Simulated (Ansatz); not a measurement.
CH₉NOSi₂, SMILES CO[SiH](N)[SiH3], a geometry optimisation

Run with the Ansatz DFT code, driven from Python.

The script, `ch9nosi2_opt.py`:
```python
'''Relax the CH9NOSi2 molecule.'''

import argparse
import itertools

import ansatz as az
from ase.data import atomic_numbers, covalent_radii
import numpy as np

parser = argparse.ArgumentParser(description='Relax the CH9NOSi2 molecule.')
parser.add_argument('--basis', required=True, help='basis')
parser.add_argument('--xc', default='r2scan', help='exchange-correlation functional')
args = parser.parse_args()

geometry_ang = [
    ('C', (0.354, -0.6451, 2.0691)),
    ('O', (0.6874, -0.8003, 0.7043)),
    ('Si', (-0.3969, -0.3546, -0.5138)),
    ('N', (0.1383, -1.4003, -1.7674)),
    ('Si', (-0.2071, 1.9033, -1.0349)),
    ('H', (-0.5906, -1.1656, 2.3021)),
    ('H', (0.1674, 0.4633, 2.279)),
    ('H', (1.1593, -0.9347, 2.6906)),
    ('H', (-1.7326, -0.7124, -0.0508)),
    ('H', (-0.08, -2.3615, -1.412)),
    ('H', (1.0592, -1.3378, -1.8871)),
    ('H', (1.1856, 2.2598, -1.4609)),
    ('H', (-1.2243, 2.318, -2.1004)),
    ('H', (-0.5326, 2.7386, 0.2109)),
]
mol = az.Crystal.molecule()
for symbol, xyz in geometry_ang:
    mol = mol.atom(symbol, xyz)

calculation = (
    mol.calculation()
    .basis(gaussian=args.basis)
    .functional(args.xc)
)
symbols = [site.symbol for site in mol.cartesian_sites]
start = np.array([site.position_ang for site in mol.cartesian_sites], dtype=float)
rep = calculation.relax(force_tolerance=0.01, max_steps=100).run().report
end = np.array(rep['positions_ang'])

print('reference energy %16.6f eV' % rep['reference_energy_ev'])
print('total energy     %16.6f eV' % rep['free_energy_ev'])
print('occupied orbitals outside the frozen core (up, down):', rep['n_occupied'], ' frozen:', rep['n_frozen'], ' virtual:', rep['n_virtual'])

# pairs closer than 1.2 times the sum of covalent radii, before or after
radius = [covalent_radii[atomic_numbers[s]] for s in symbols]
span = lambda where, i, j: np.linalg.norm(where[i] - where[j])
bonded = [(i, j) for i, j in itertools.combinations(range(len(symbols)), 2) if min(span(start, i, j), span(end, i, j)) < 1.2 * (radius[i] + radius[j])]
print('pair        before    after (A)')
for i, j in bonded:
    print(f'{symbols[i]}{i}-{symbols[j]}{j}'.ljust(10), f'{span(start, i, j):8.4f} {span(end, i, j):8.4f}')
with open('ch9nosi2_opt.xyz', 'w') as handle:
    handle.write(f'{len(symbols)}\nrelaxed CH9NOSi2\n')
    handle.writelines(f'{s:2s} {x:11.6f} {y:11.6f} {z:11.6f}\n' for s, (x, y, z) in zip(symbols, end))
```

```console
$ python ch9nosi2_opt.py --basis cc-pVDZ
reference energy    -20473.140777 eV
total energy        -20473.140777 eV
occupied orbitals outside the frozen core (up, down): [29, 29]  frozen: 0  virtual: [94, 94]
pair        before    after (A)
C0-O1        1.4135   1.4194
C0-H5        1.1034   1.1075
C0-H6        1.1434   1.1070
C0-H7        1.0577   1.1010
O1-Si2       1.6906   1.6999
Si2-N3       1.7180   1.7371
Si2-Si4      2.3250   2.3545
Si2-H8       1.4582   1.5031
N3-H9        1.0478   1.0197
N3-H10       0.9307   1.0187
Si4-H11      1.4994   1.5019
Si4-H12      1.5303   1.4996
Si4-H13      1.5348   1.5009
```

File `ch9nosi2_opt.xyz` afterwards:
```text
14
relaxed CH9NOSi2
C     0.304529   -0.458884    2.180742
O     0.616546   -0.916136    0.873724
Si   -0.363716   -0.516682   -0.456388
N     0.133503   -1.366521   -1.887461
Si   -0.213934    1.784994   -0.929375
H    -0.723808   -0.737199    2.483457
H     0.405215    0.639924    2.269382
H     1.010480   -0.927257    2.883891
H    -1.772008   -0.940257   -0.145377
H     0.043023   -2.382001   -1.868254
H     1.053266   -1.130258   -2.256117
H     1.128301    2.093121   -1.528691
H    -1.272687    2.211256   -1.902146
H    -0.361611    2.616601    0.311313
```

Caveats:
- Total energies depend on the basis set; only differences at equal settings carry meaning.
- The end point is the stationary point reached from this start; no frequency run checks that it is a minimum, and the basis set is modest.
- Finished in 2.7 min on 1 thread of Arm Neoverse V1, with other jobs on the host, peak memory 0.27 GiB.

(A comment or docstring line of the script was reworded after the run, the code is as it ran; lines on the test bed's own set-up are left out of the output.)
